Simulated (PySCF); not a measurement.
**C3H5ClOSi: electronic excitations at several levels of theory**

How much do the electronic excitations of C3H5ClOSi (`O=C[Si@@H]1C[C@H]1Cl`) depend on the level of theory, and what does each level cost?

Programs: PySCF 2.14.0, with density-fitted response routines of our own. Each step states its level of theory. These are calculated values for one molecule in the gas phase, unless marked as measured. Atoms are numbered from 0 throughout.

## 1. The starting structure

11 atoms, charge 0, multiplicity 1; geometry from: PBE0-D3(BJ)/def2-SVP.

Bonds of the start (Å): O0–C1 1.21, C1–Si2 1.91, Si2–C3 1.87, C3–C4 1.52, C4–Cl5 1.76, C4–Si2 1.88, C1–H6 1.12, Si2–H7 1.48, C3–H8 1.10, C3–H9 1.10, C4–H10 1.10.

## 2. Ultraviolet spectrum: LDA/def2-SVPD

Job settings and geometry (Å):

```
{"job": {"kind": "uv", "xc": "LDA", "basis": "def2-SVPD", "ip": true}, "charge": 0, "multiplicity": 1}
O      1.847748     0.662465    -0.994225
C      1.652397    -0.296585    -0.287391
Si    -0.100573    -0.550466     0.428997
C     -1.440584     0.263056    -0.591755
C     -1.010143     1.083294     0.607858
Cl    -2.190591     1.357719     1.888382
H      2.488333    -1.008344    -0.049213
H     -0.408041    -1.689324     1.326458
H     -2.444167    -0.172993    -0.541068
H     -1.175309     0.666033    -1.576206
H     -0.433650     1.988760     0.386770
```

Method: TDDFT LDA/def2-SVPD, vertical, gas phase, core orbitals frozen in the response.

Started as:

```
> OMP_NUM_THREADS=1 python probes_run.py task.json out
```

One launch serves the whole session: the jobs run in the order shown.

Standard output:

```text
coarse grid: 10696 points
cycle   1  E = -937.3014981832  dE =  6.497e-01  |g| = 8.053e-01  |ddm| = 4.576e+00
cycle   2  E = -935.8036228695  dE =  1.498e+00  |g| = 2.622e+00  |ddm| = 3.130e+00
cycle   3  E = -937.4209042359  dE = -1.617e+00  |g| = 3.086e-01  |ddm| = 2.715e+00
cycle   4  E = -937.4285121101  dE = -7.608e-03  |g| = 2.794e-01  |ddm| = 7.045e-01
cycle   5  E = -937.4489131294  dE = -2.040e-02  |g| = 7.534e-02  |ddm| = 3.851e-01
cycle   6  E = -937.4504173220  dE = -1.504e-03  |g| = 2.522e-02  |ddm| = 1.108e-01
cycle   7  E = -937.4505782380  dE = -1.609e-04  |g| = 7.038e-03  |ddm| = 3.763e-02
cycle   8  E = -937.4505914481  dE = -1.321e-05  |g| = 1.390e-03  |ddm| = 1.221e-02
cycle   9  E = -937.4505919423  dE = -4.941e-07  |g| = 3.851e-04  |ddm| = 3.118e-03
final grid: 95368 points
cycle  10  E = -937.5752887046  dE = -2.655e-05  |g| = 2.108e-03  |ddm| = 7.472e-02
cycle  11  E = -937.5752853852  dE =  3.319e-06  |g| = 4.302e-03  |ddm| = 6.346e-03
cycle  12  E = -937.5752894798  dE = -4.095e-06  |g| = 1.088e-03  |ddm| = 4.223e-03
cycle  13  E = -937.5752897136  dE = -2.338e-07  |g| = 4.524e-04  |ddm| = 1.332e-03
cycle  14  E = -937.5752897558  dE = -4.223e-08  |g| = 1.671e-04  |ddm| = 6.428e-04
cycle  15  E = -937.5752897645  dE = -8.678e-09  |g| = 5.252e-05  |ddm| = 2.774e-04
cycle  16  E = -937.5752897652  dE = -7.224e-10  |g| = 1.235e-05  |ddm| = 8.132e-05
converged SCF energy = -937.5752897652

Static polarisability (au): isotropic 89.513, principal 68.901 79.187 120.453

Singlet excitations
state   eV       nm        f      main configurations
  1   2.9493    420.4   0.00633   H->L 0.92, H-1->L 0.08
  2   3.4811    356.2   0.11244   H-1->L 0.86
  3   3.9087    317.2   0.00763   H-2->L 0.96
  4   4.8386    256.2   0.00945   H-3->L 0.95
  5   5.0485    245.6   0.01352   H->L+1 0.92
  6   5.4100    229.2   0.00744   H-1->L+1 0.90
  7   5.5841    222.0   0.01054   H->L+2 0.80, H->L+3 0.09
  8   5.6915    217.8   0.02294   H->L+3 0.75, H-1->L+2 0.10
  9   5.8087    213.4   0.03913   H-1->L+2 0.62, H-4->L 0.15, H->L+3 0.10
 10   5.9701    207.7   0.00514   H-4->L 0.78

Triplet excitations (Tamm-Dancoff, eV): 2.4127 2.7024 3.7769 4.6193
Vertical ionisation energy (delta-SCF) = 8.8041 eV
Vertical electron affinity (delta-SCF) = 0.5678 eV
```

Run time: 98 s. Hardware: 1 thread of Arm Neoverse V1, shared host; peak memory 0.49 GiB.

The orbitals next to the gap, with their largest atomic shares:

```csv
orbital,eV,atoms
HOMO−3,-8.08,"Cl5 59 %, C3 13 %, C4 12 %"
HOMO−2,-7.23,"Cl5 56 %, C3 17 %, C4 12 %"
HOMO−1,-6.29,"Si2 21 %, O0 17 %, C4 16 %"
HOMO,-6.04,"O0 39 %, C1 16 %, Si2 13 %"
LUMO,-3.40,"C1 38 %, O0 31 %, Si2 11 %"
LUMO+1,-1.08,"Cl5 38 %, C4 23 %, Si2 11 %"
LUMO+2,-0.60,"Si2 36 %, H7 16 %, C1 11 %"
```

With each of the 10 states as a Gaussian band of 0.4 eV half-width at 1/e, the curve within the window shown has maxima at 356 nm (ε 4,700), 217 nm (ε 3,200) L/(mol cm). Beyond the last state computed it falls off for lack of states. The curve at chosen wavelengths:

```
 nm  ε (L/mol/cm)
198           678
211          2792
224          2717
238          1444
251          1024
264           623
277           295
290           284
304           745
317          1720
330          3073
343          4251
356          4696
370          4248
383          3330
396          2349
409          1548
422           987
436           604
449           388
462           253
475           166
488           109
502            69
515            45
528            29
```

Ground-state properties from the same run:

```
           property  computed
  dipole moment (D)      2.00
polarisability (Å³)     13.26
 HOMO–LUMO gap (eV)      2.63
      −ε(HOMO) (eV)      6.04
```

## 3. TDDFT and polarisability: PBE/def2-SVPD

Settings changed since step 2:

```diff
@@ -1,2 +1,2 @@
-{"job": {"kind": "uv", "xc": "LDA", "basis": "def2-SVPD", "ip": true}, "charge": 0, "multiplicity": 1}
+{"job": {"kind": "uv", "xc": "PBE", "basis": "def2-SVPD", "ip": true}, "charge": 0, "multiplicity": 1}
 O      1.847748     0.662465    -0.994225
```

Level: TDDFT PBE/def2-SVPD, vertical, gas phase, core orbitals frozen in the response.

Standard output:

```text
coarse grid: 10696 points
cycle   1  E = -940.9565907170  dE =  6.584e-01  |g| = 8.058e-01  |ddm| = 4.609e+00
cycle   2  E = -939.4717498579  dE =  1.485e+00  |g| = 2.612e+00  |ddm| = 3.193e+00
cycle   3  E = -941.0779051391  dE = -1.606e+00  |g| = 2.952e-01  |ddm| = 2.771e+00
cycle   4  E = -941.0847065104  dE = -6.801e-03  |g| = 2.686e-01  |ddm| = 7.039e-01
cycle   5  E = -941.1037569614  dE = -1.905e-02  |g| = 7.117e-02  |ddm| = 3.839e-01
cycle   6  E = -941.1051054781  dE = -1.349e-03  |g| = 2.400e-02  |ddm| = 1.080e-01
cycle   7  E = -941.1052526521  dE = -1.472e-04  |g| = 6.425e-03  |ddm| = 3.644e-02
cycle   8  E = -941.1052637019  dE = -1.105e-05  |g| = 1.320e-03  |ddm| = 1.149e-02
cycle   9  E = -941.1052641518  dE = -4.500e-07  |g| = 3.691e-04  |ddm| = 3.005e-03
final grid: 95368 points
cycle  10  E = -941.2580743390  dE =  1.513e-05  |g| = 1.674e-02  |ddm| = 8.775e-02
cycle  11  E = -941.2575802272  dE =  4.941e-04  |g| = 5.008e-02  |ddm| = 5.616e-02
cycle  12  E = -941.2581308377  dE = -5.506e-04  |g| = 4.558e-03  |ddm| = 4.435e-02
cycle  13  E = -941.2581355554  dE = -4.718e-06  |g| = 1.034e-03  |ddm| = 5.057e-03
cycle  14  E = -941.2581358912  dE = -3.358e-07  |g| = 4.096e-04  |ddm| = 1.874e-03
cycle  15  E = -941.2581359321  dE = -4.088e-08  |g| = 8.754e-05  |ddm| = 4.942e-04
cycle  16  E = -941.2581359346  dE = -2.485e-09  |g| = 1.946e-05  |ddm| = 1.862e-04
cycle  17  E = -941.2581359347  dE = -1.244e-10  |g| = 6.647e-06  |ddm| = 4.342e-05
converged SCF energy = -941.2581359347

Static polarisability (au): isotropic 88.467, principal 68.119 78.393 118.888

Singlet excitations
state   eV       nm        f      main configurations
  1   3.0262    409.7   0.00642   H->L 0.90, H-1->L 0.10
  2   3.5475    349.5   0.11300   H-1->L 0.84, H->L 0.09
  3   3.9963    310.2   0.00779   H-2->L 0.96
  4   4.9097    252.5   0.00921   H-3->L 0.95
  5   5.1025    243.0   0.01387   H->L+1 0.91
  6   5.4335    228.2   0.00834   H-1->L+1 0.90
  7   5.6386    219.9   0.00975   H->L+2 0.80, H->L+3 0.09
  8   5.7504    215.6   0.02541   H->L+3 0.75, H-1->L+2 0.09
  9   5.8632    211.5   0.04493   H-1->L+2 0.68, H-4->L 0.08, H-1->L+3 0.08
 10   6.0119    206.2   0.02910   H->L+4 0.73, H-4->L 0.13

Triplet excitations (Tamm-Dancoff, eV): 2.4115 2.7208 3.8445 4.6791
Vertical ionisation energy (delta-SCF) = 8.6474 eV
Vertical electron affinity (delta-SCF) = 0.4170 eV
```

It took 2.3 min on 1 thread of Arm Neoverse V1, shared host; peak memory 0.65 GiB.

Key values: HOMO -5.92 eV, LUMO -3.18 eV; lowest singlet 3.03 eV.

## 4. TDDFT and polarisability: B3LYP/def2-SVPD

Settings changed since step 3:

```diff
@@ -1,2 +1,2 @@
-{"job": {"kind": "uv", "xc": "PBE", "basis": "def2-SVPD", "ip": true}, "charge": 0, "multiplicity": 1}
+{"job": {"kind": "uv", "xc": "B3LYP", "basis": "def2-SVPD", "ip": true}, "charge": 0, "multiplicity": 1}
 O      1.847748     0.662465    -0.994225
```

Level: TDDFT B3LYP/def2-SVPD, vertical, gas phase, core orbitals frozen in the response.

Standard output:

```text
coarse grid: 10696 points
cycle   1  E = -941.5941831682  dE =  7.337e-01  |g| = 7.814e-01  |ddm| = 4.440e+00
cycle   2  E = -940.8843134578  dE =  7.099e-01  |g| = 1.971e+00  |ddm| = 2.230e+00
cycle   3  E = -941.7242517086  dE = -8.399e-01  |g| = 1.405e-01  |ddm| = 1.695e+00
cycle   4  E = -941.7267942982  dE = -2.543e-03  |g| = 1.080e-01  |ddm| = 2.917e-01
cycle   5  E = -941.7296863996  dE = -2.892e-03  |g| = 2.527e-02  |ddm| = 1.401e-01
cycle   6  E = -941.7298508415  dE = -1.644e-04  |g| = 8.967e-03  |ddm| = 3.953e-02
cycle   7  E = -941.7298699501  dE = -1.911e-05  |g| = 2.482e-03  |ddm| = 1.215e-02
cycle   8  E = -941.7298714325  dE = -1.482e-06  |g| = 6.267e-04  |ddm| = 3.863e-03
final grid: 95368 points
cycle   9  E = -941.8533783574  dE = -1.767e-05  |g| = 5.066e-03  |ddm| = 6.430e-02
cycle  10  E = -941.8533612006  dE =  1.716e-05  |g| = 9.964e-03  |ddm| = 1.507e-02
cycle  11  E = -941.8533843526  dE = -2.315e-05  |g| = 1.112e-03  |ddm| = 9.857e-03
cycle  12  E = -941.8533845992  dE = -2.465e-07  |g| = 2.639e-04  |ddm| = 1.110e-03
cycle  13  E = -941.8533846142  dE = -1.506e-08  |g| = 1.206e-04  |ddm| = 4.576e-04
cycle  14  E = -941.8533846181  dE = -3.927e-09  |g| = 2.406e-05  |ddm| = 1.690e-04
cycle  15  E = -941.8533846183  dE = -1.680e-10  |g| = 5.536e-06  |ddm| = 4.449e-05
converged SCF energy = -941.8533846183

Static polarisability (au): isotropic 84.462, principal 66.099 76.275 111.013

Singlet excitations
state   eV       nm        f      main configurations
  1   3.1979    387.7   0.00201   H-1->L 0.79, H->L 0.17
  2   4.0656    305.0   0.14602   H->L 0.80, H-1->L 0.17
  3   4.8424    256.0   0.00549   H-2->L 0.96
  4   5.7231    216.6   0.01171   H->L+1 0.96
  5   5.8139    213.3   0.00543   H-3->L 0.96
  6   6.1338    202.1   0.01693   H->L+2 0.82
  7   6.2869    197.2   0.01555   H-1->L+1 0.74, H->L+3 0.09
  8   6.4099    193.4   0.02052   H->L+3 0.67, H-1->L+1 0.15
  9   6.4531    192.1   0.11108   H-1->L+2 0.83
 10   6.5172    190.2   0.00408   H->L+4 0.87

Triplet excitations (Tamm-Dancoff, eV): 2.5886 3.1387 4.6214 5.2353
Vertical ionisation energy (delta-SCF) = 8.9738 eV
Vertical electron affinity (delta-SCF) = 0.4133 eV
```

It took 2 min on 1 thread of Arm Neoverse V1, shared host; peak memory 0.79 GiB.

This run: HOMO -6.92 eV, LUMO -2.45 eV; lowest singlet 3.20 eV.

## 5. Ultraviolet spectrum: PBE0/def2-SVPD

Settings changed since step 4:

```diff
@@ -1,2 +1,2 @@
-{"job": {"kind": "uv", "xc": "B3LYP", "basis": "def2-SVPD", "ip": true}, "charge": 0, "multiplicity": 1}
+{"job": {"kind": "uv", "xc": "PBE0", "basis": "def2-SVPD", "ip": true}, "charge": 0, "multiplicity": 1}
 O      1.847748     0.662465    -0.994225
```

With the program's defaults for keys left out, this is: TDDFT PBE0/def2-SVPD, vertical, gas phase, core orbitals frozen in the response.

Standard output:

```text
coarse grid: 10696 points
cycle   1  E = -941.0964897210  dE =  7.406e-01  |g| = 7.238e-01  |ddm| = 4.434e+00
cycle   2  E = -940.5966930243  dE =  4.998e-01  |g| = 1.703e+00  |ddm| = 1.974e+00
cycle   3  E = -941.2110363757  dE = -6.143e-01  |g| = 1.062e-01  |ddm| = 1.423e+00
cycle   4  E = -941.2127510064  dE = -1.715e-03  |g| = 7.498e-02  |ddm| = 2.194e-01
cycle   5  E = -941.2141351274  dE = -1.384e-03  |g| = 1.618e-02  |ddm| = 1.004e-01
cycle   6  E = -941.2142017022  dE = -6.657e-05  |g| = 6.048e-03  |ddm| = 2.774e-02
cycle   7  E = -941.2142101232  dE = -8.421e-06  |g| = 1.921e-03  |ddm| = 8.768e-03
final grid: 95368 points
cycle   8  E = -941.3286832868  dE = -2.800e-06  |g| = 1.133e-02  |ddm| = 6.383e-02
cycle   9  E = -941.3286003851  dE =  8.290e-05  |g| = 2.336e-02  |ddm| = 2.644e-02
cycle  10  E = -941.3287091902  dE = -1.088e-04  |g| = 1.602e-03  |ddm| = 1.754e-02
cycle  11  E = -941.3287098293  dE = -6.391e-07  |g| = 2.333e-04  |ddm| = 2.056e-03
cycle  12  E = -941.3287098426  dE = -1.336e-08  |g| = 1.220e-04  |ddm| = 5.045e-04
cycle  13  E = -941.3287098465  dE = -3.834e-09  |g| = 3.358e-05  |ddm| = 1.820e-04
cycle  14  E = -941.3287098467  dE = -2.765e-10  |g| = 9.908e-06  |ddm| = 6.016e-05
converged SCF energy = -941.3287098467

Static polarisability (au): isotropic 83.288, principal 65.458 75.373 109.034

Singlet excitations
state   eV       nm        f      main configurations
  1   3.2062    386.7   0.00150   H-1->L 0.81, H->L 0.14
  2   4.2187    293.9   0.15470   H->L 0.83, H-1->L 0.14
  3   5.0868    243.7   0.00487   H-2->L 0.95
  4   5.8097    213.4   0.00984   H->L+1 0.95
  5   6.1040    203.1   0.00422   H-3->L 0.94
  6   6.2930    197.0   0.01591   H->L+2 0.80
  7   6.4684    191.7   0.01684   H-1->L+1 0.76
  8   6.6020    187.8   0.03770   H->L+3 0.73
  9   6.6416    186.7   0.10356   H-1->L+2 0.81
 10   6.7505    183.7   0.00605   H->L+4 0.85

Triplet excitations (Tamm-Dancoff, eV): 2.5408 3.2141 4.8216 5.2622
Vertical ionisation energy (delta-SCF) = 8.9949 eV
Vertical electron affinity (delta-SCF) = 0.4012 eV
```

It took 1.9 min on 1 thread of Arm Neoverse V1, shared host; peak memory 0.79 GiB.

In short: HOMO -7.12 eV, LUMO -2.22 eV; lowest singlet 3.21 eV.

## 6. Ultraviolet spectrum: BHandHLYP/def2-SVPD

Settings changed since step 5:

```diff
@@ -1,2 +1,2 @@
-{"job": {"kind": "uv", "xc": "PBE0", "basis": "def2-SVPD", "ip": true}, "charge": 0, "multiplicity": 1}
+{"job": {"kind": "uv", "xc": "BHandHLYP", "basis": "def2-SVPD", "ip": true}, "charge": 0, "multiplicity": 1}
 O      1.847748     0.662465    -0.994225
```

Level: TDDFT BHandHLYP/def2-SVPD, vertical, gas phase, core orbitals frozen in the response.

Standard output:

```text
coarse grid: 10696 points
cycle   1  E = -941.4904551083  dE =  8.567e-01  |g| = 7.302e-01  |ddm| = 4.235e+00
cycle   2  E = -941.3081457834  dE =  1.823e-01  |g| = 1.243e+00  |ddm| = 1.621e+00
cycle   3  E = -941.6165052903  dE = -3.084e-01  |g| = 6.444e-02  |ddm| = 9.781e-01
cycle   4  E = -941.6174452552  dE = -9.400e-04  |g| = 4.395e-02  |ddm| = 1.600e-01
cycle   5  E = -941.6179459339  dE = -5.007e-04  |g| = 8.592e-03  |ddm| = 6.577e-02
cycle   6  E = -941.6179695980  dE = -2.366e-05  |g| = 3.585e-03  |ddm| = 1.990e-02
cycle   7  E = -941.6179743536  dE = -4.756e-06  |g| = 1.595e-03  |ddm| = 7.404e-03
final grid: 95368 points
cycle   8  E = -941.6982117329  dE = -9.425e-06  |g| = 3.478e-03  |ddm| = 4.152e-02
cycle   9  E = -941.6982100523  dE =  1.681e-06  |g| = 4.542e-03  |ddm| = 9.758e-03
cycle  10  E = -941.6982150393  dE = -4.987e-06  |g| = 3.193e-04  |ddm| = 4.980e-03
cycle  11  E = -941.6982150599  dE = -2.067e-08  |g| = 2.280e-04  |ddm| = 5.172e-04
cycle  12  E = -941.6982150715  dE = -1.153e-08  |g| = 5.596e-05  |ddm| = 3.115e-04
cycle  13  E = -941.6982150725  dE = -1.064e-09  |g| = 1.950e-05  |ddm| = 1.073e-04
cycle  14  E = -941.6982150727  dE = -1.305e-10  |g| = 5.713e-06  |ddm| = 4.085e-05
converged SCF energy = -941.6982150727

Static polarisability (au): isotropic 79.862, principal 63.542 73.532 102.511

Singlet excitations
state   eV       nm        f      main configurations
  1   3.3663    368.3   0.00072   H-1->L 0.75, H-2->L 0.12
  2   4.8553    255.4   0.19478   H->L 0.94
  3   5.9942    206.8   0.00483   H-2->L 0.72, H-1->L 0.14
  4   6.1847    200.5   0.00412   H->L+2 0.48, H->L+3 0.18, H->L+1 0.18
  5   6.6476    186.5   0.01755   H->L+3 0.43, H->L+1 0.42
  6   7.0317    176.3   0.01856   H->L+4 0.56, H-3->L 0.12, H->L+1 0.11
  7   7.1074    174.4   0.06994   H->L+2 0.36, H->L+3 0.28, H->L+4 0.12
  8   7.2533    170.9   0.03353   H-3->L 0.34, H-1->L+1 0.13, H-2->L+2 0.13
  9   7.2905    170.1   0.02160   H->L+5 0.36, H-3->L 0.17, H-1->L+2 0.09
 10   7.3622    168.4   0.04475   H-1->L+1 0.63, H-3->L 0.16, H->L+4 0.10

Triplet excitations (Tamm-Dancoff, eV): 2.7264 3.6847 5.4653 5.6039
Vertical ionisation energy (delta-SCF) = 9.0781 eV
```

It took 96 s on 1 thread of Arm Neoverse V1, shared host; peak memory 0.78 GiB.

Key values: HOMO -8.11 eV, LUMO -1.16 eV; lowest singlet 3.37 eV.

## 7. Ultraviolet spectrum: CAM-B3LYP/def2-SVPD

Settings changed since step 6:

```diff
@@ -1,2 +1,2 @@
-{"job": {"kind": "uv", "xc": "BHandHLYP", "basis": "def2-SVPD", "ip": true}, "charge": 0, "multiplicity": 1}
+{"job": {"kind": "uv", "xc": "CAM-B3LYP", "basis": "def2-SVPD", "ip": true}, "charge": 0, "multiplicity": 1}
 O      1.847748     0.662465    -0.994225
```

Level: TDDFT CAM-B3LYP/def2-SVPD, vertical, gas phase, core orbitals frozen in the response.

Standard output:

```text
coarse grid: 10696 points
cycle   1  E = -941.4735919453  dE =  8.453e-01  |g| = 7.822e-01  |ddm| = 4.282e+00
cycle   2  E = -941.1921458639  dE =  2.814e-01  |g| = 1.466e+00  |ddm| = 1.743e+00
cycle   3  E = -941.6132021297  dE = -4.211e-01  |g| = 7.376e-02  |ddm| = 1.095e+00
cycle   4  E = -941.6143280457  dE = -1.126e-03  |g| = 4.894e-02  |ddm| = 1.753e-01
cycle   5  E = -941.6149132551  dE = -5.852e-04  |g| = 1.002e-02  |ddm| = 6.700e-02
cycle   6  E = -941.6149451084  dE = -3.185e-05  |g| = 3.726e-03  |ddm| = 2.167e-02
cycle   7  E = -941.6149509959  dE = -5.887e-06  |g| = 1.614e-03  |ddm| = 8.546e-03
final grid: 95368 points
cycle   8  E = -941.7406750200  dE = -1.627e-05  |g| = 4.044e-03  |ddm| = 4.150e-02
cycle   9  E = -941.7406722080  dE =  2.812e-06  |g| = 5.482e-03  |ddm| = 1.089e-02
cycle  10  E = -941.7406793317  dE = -7.124e-06  |g| = 4.656e-04  |ddm| = 5.658e-03
cycle  11  E = -941.7406793706  dE = -3.886e-08  |g| = 2.671e-04  |ddm| = 6.098e-04
cycle  12  E = -941.7406793872  dE = -1.664e-08  |g| = 6.597e-05  |ddm| = 3.678e-04
cycle  13  E = -941.7406793887  dE = -1.496e-09  |g| = 2.033e-05  |ddm| = 1.248e-04
cycle  14  E = -941.7406793889  dE = -2.226e-10  |g| = 6.706e-06  |ddm| = 5.644e-05
converged SCF energy = -941.7406793889

Static polarisability (au): isotropic 81.596, principal 64.813 75.034 104.940

Singlet excitations
state   eV       nm        f      main configurations
  1   3.2333    383.5   0.00070   H-1->L 0.81
  2   4.6367    267.4   0.17524   H->L 0.90
  3   5.7428    215.9   0.00437   H-2->L 0.82
  4   6.0221    205.9   0.00529   H->L+2 0.50, H->L+1 0.29, H->L+3 0.09
  5   6.4950    190.9   0.01473   H->L+3 0.42, H->L+1 0.35, H->L+4 0.09
  6   6.7993    182.3   0.04908   H->L+4 0.51, H-3->L 0.19, H-1->L+1 0.10
  7   6.9390    178.7   0.07873   H-1->L+1 0.63, H-3->L 0.17
  8   6.9556    178.3   0.03771   H->L+3 0.33, H->L+2 0.33, H->L+1 0.12
  9   7.0024    177.1   0.01437   H-1->L+2 0.38, H-2->L+2 0.10, H-1->L+4 0.09
 10   7.0643    175.5   0.00454   H-3->L 0.42, H->L+4 0.25, H-1->L+1 0.10

Triplet excitations (Tamm-Dancoff, eV): 2.6047 3.5656 5.3366 5.5259
Vertical ionisation energy (delta-SCF) = 9.1409 eV
Vertical electron affinity (delta-SCF) = 0.3841 eV
```

Run time: 2 min. Hardware: 1 thread of Arm Neoverse V1, shared host; peak memory 0.89 GiB.

This run: HOMO -8.38 eV, LUMO -1.10 eV; lowest singlet 3.23 eV.

## 8. TDDFT and polarisability: wB97X-D/def2-SVPD

Settings changed since step 7:

```diff
@@ -1,2 +1,2 @@
-{"job": {"kind": "uv", "xc": "CAM-B3LYP", "basis": "def2-SVPD", "ip": true}, "charge": 0, "multiplicity": 1}
+{"job": {"kind": "uv", "xc": "wB97X-D", "basis": "def2-SVPD", "ip": true}, "charge": 0, "multiplicity": 1}
 O      1.847748     0.662465    -0.994225
```

With the program's defaults for keys left out, this is: TDDFT wB97X-D/def2-SVPD, vertical, gas phase, core orbitals frozen in the response.

Standard output:

```text
coarse grid: 10696 points
cycle   1  E = -941.4748625075  dE =  8.632e-01  |g| = 7.955e-01  |ddm| = 4.212e+00
cycle   2  E = -941.2715313771  dE =  2.033e-01  |g| = 1.348e+00  |ddm| = 1.711e+00
cycle   3  E = -941.6213518997  dE = -3.498e-01  |g| = 6.601e-02  |ddm| = 9.932e-01
cycle   4  E = -941.6224237146  dE = -1.072e-03  |g| = 4.219e-02  |ddm| = 1.759e-01
cycle   5  E = -941.6228904746  dE = -4.668e-04  |g| = 1.060e-02  |ddm| = 6.653e-02
cycle   6  E = -941.6229349132  dE = -4.444e-05  |g| = 3.900e-03  |ddm| = 2.668e-02
cycle   7  E = -941.6229441189  dE = -9.206e-06  |g| = 1.605e-03  |ddm| = 1.123e-02
final grid: 95368 points
cycle   8  E = -941.7477732429  dE = -8.124e-05  |g| = 6.019e-03  |ddm| = 1.154e-01
cycle   9  E = -941.7477735153  dE = -2.725e-07  |g| = 6.413e-03  |ddm| = 2.052e-02
cycle  10  E = -941.7477830605  dE = -9.545e-06  |g| = 1.040e-03  |ddm| = 7.070e-03
cycle  11  E = -941.7477832776  dE = -2.170e-07  |g| = 5.646e-04  |ddm| = 1.797e-03
cycle  12  E = -941.7477833633  dE = -8.573e-08  |g| = 1.694e-04  |ddm| = 8.902e-04
cycle  13  E = -941.7477833732  dE = -9.841e-09  |g| = 3.990e-05  |ddm| = 3.242e-04
cycle  14  E = -941.7477833749  dE = -1.731e-09  |g| = 1.879e-05  |ddm| = 1.648e-04
cycle  15  E = -941.7477833751  dE = -2.315e-10  |g| = 6.291e-06  |ddm| = 5.559e-05
converged SCF energy = -941.7477833751

Static polarisability (au): isotropic 81.428, principal 64.893 74.707 104.682

Singlet excitations
state   eV       nm        f      main configurations
  1   3.2481    381.7   0.00075   H-1->L 0.81, H->L 0.09
  2   4.6419    267.1   0.17691   H->L 0.87, H-1->L 0.10
  3   5.7653    215.1   0.00440   H-2->L 0.82
  4   6.0500    204.9   0.00531   H->L+1 0.70, H->L+2 0.16
  5   6.6220    187.2   0.01508   H->L+2 0.42, H->L+4 0.26, H->L+1 0.13
  6   6.8881    180.0   0.04556   H->L+3 0.44, H-3->L 0.28, H->L+4 0.10
  7   7.0142    176.8   0.01608   H-1->L+1 0.31, H-2->L+1 0.18, H-1->L+2 0.16
  8   7.0569    175.7   0.10484   H-1->L+2 0.46, H-3->L 0.18, H-1->L+1 0.08
  9   7.1077    174.4   0.01755   H->L+3 0.25, H-1->L+1 0.19, H-3->L 0.14
 10   7.2086    172.0   0.00916   H->L+4 0.34, H-3->L 0.18, H->L+2 0.11

Triplet excitations (Tamm-Dancoff, eV): 2.6594 3.6134 5.3758 5.5755
Vertical ionisation energy (delta-SCF) = 9.1144 eV
Vertical electron affinity (delta-SCF) = 0.3019 eV
```

Wall time 1.9 min (1 thread of Arm Neoverse V1, shared host); peak memory 0.85 GiB.

In short: HOMO -8.92 eV, LUMO -0.43 eV; lowest singlet 3.25 eV.

[end of part 1 of 2]
